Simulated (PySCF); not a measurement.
# C8H8O: the cost of one run

The runs use PySCF 2.14.0, with density-fitted response routines of our own; the level of theory stands in each step. All values are computed, except where a source is named. Atoms count from 0, in the outputs and in this text.

## Step 1: Starting geometry

17 atoms, charge 0, multiplicity 1; geometry from: GFN2-xTB. The atoms were then displaced at random by about 0.01 Å, so the start is not that level's minimum.

Bonds of the start (Å): C0–C1 1.35, C1–O2 1.36, O2–C3 1.31, C3–C4 1.41, C4–C5 1.38, C5–C6 1.37, C6–C7 1.39, C7–C8 1.37, C8–C3 1.39, C0–H9 1.07, C0–H10 1.06, C1–H11 1.07, C4–H12 1.06, C5–H13 1.09, C6–H14 1.09, C7–H15 1.08, C8–H16 1.10.

## Step 2: Optimising the geometry at PBE0-D3(BJ)/def2-SVP

What the job is given:

```
{"job": {"xc": "PBE0", "basis": "def2-SVP", "d3": "d3bj", "grid": 1, "shake": 0.01, "kind": "geom"}, "charge": 0, "multiplicity": 1}
C      3.522280     0.056340    -0.600980
C      2.188770    -0.098500    -0.705210
O      1.401960    -0.312380     0.386330
C      0.100780    -0.141410     0.315030
C     -0.699370    -0.852980     1.237840
C     -2.074280    -0.710110     1.252360
C     -2.688570     0.111150     0.337800
C     -1.922870     0.827160    -0.580270
C     -0.561000     0.709450    -0.568840
H      3.987040     0.101280     0.362330
H      4.099810     0.194060    -1.473540
H      1.691170    -0.123640    -1.653930
H     -0.218680    -1.477690     1.943150
H     -2.671530    -1.262830     1.983390
H     -3.777410     0.199670     0.340010
H     -2.418970     1.495260    -1.275420
H      0.024350     1.297000    -1.289870
```

The run is started by

```console
$ OMP_NUM_THREADS=1 python probes_run.py task.json out
```

This one command runs all jobs of the session in turn.

**Question.** How long does this first job take on 1 thread of Arm Neoverse V1, shared host, and how much memory does it need?

About 98 s, with a peak of 0.68 GiB.
